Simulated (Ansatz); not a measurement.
# F2H4OSi: the cost of one run

Program: Ansatz 0.2.0. Level of theory: RKS B3LYP-D4/6-31G*. These are calculated values, not measurements.

### 1 The structure to begin with

Bond lengths: Si1–F3 1.590 Å, Si1–H4 1.459 Å, Si1–F5 1.589 Å, Si1–O6 1.980 Å, O6–H7 1.010 Å. Angles: F3–Si1–H4 109.5°, F3–Si1–F5 109.5°, F3–Si1–O6 178.9°, H4–Si1–F5 109.5°, H4–Si1–O6 70.0°, F5–Si1–O6 70.0°, Si1–O6–H7 109.5°.

Structure file:

```xyz
8

Si    0.0000    0.0000    0.0000
H     0.0000    0.0000    1.8100
F     1.4994    0.0000   -0.5295
H    -0.6877    1.1914   -0.4862
F    -0.7489   -1.2974   -0.5295
O    -1.8790    0.0000    0.6243
H    -2.4241   -0.6297    0.0530
H    -0.9605    0.0000    1.7351
```

### 2 A restrained relaxation towards end A

Springs on the bonds that form and break draw the guess towards this end; the thresholds are loose.

Input file input.yaml:

```yaml
crystal:
  periodic: [false, false, false]
  atoms:
    - { symbol: Si, position_ang: [0.0, 0.0, 0.0] }
    - { symbol: H, position_ang: [0.0, 0.0, 1.81] }
    - { symbol: F, position_ang: [1.4994, 0.0, -0.5295] }
    - { symbol: H, position_ang: [-0.6877, 1.1914, -0.4862] }
    - { symbol: F, position_ang: [-0.7489, -1.2974, -0.5295] }
    - { symbol: O, position_ang: [-1.879, 0.0, 0.6243] }
    - { symbol: H, position_ang: [-2.4241, -0.6297, 0.053] }
    - { symbol: H, position_ang: [-0.9605, 0.0, 1.7351] }
basis:
  gaussian: { orbitals: "6-31G*" }
hamiltonian:
  xc: b3lyp
  dispersion: d4
relax:
  f_tol: 0.15
  max_steps: 25
  restrain:
    - { distance: [0, 5], at: 2.88, k: 30.0 }
    - { distance: [7, 1], at: 1.86, k: 30.0 }
    - { distance: [0, 1], at: 1.46, k: 30.0 }
    - { distance: [7, 5], at: 1.01, k: 30.0 }
output:
  orbitals: {}
```

Command:

```bash
> ansatz run input.yaml --threads 2 --pin off --max-ram 3072MiB --backend cpu --events-out ev --progress --plain --runs-dir out
```

Q: Estimate wall time and peak memory on 2 threads of Arm Neoverse V1, shared host.

About 17 s, with a peak of 0.14 GiB.
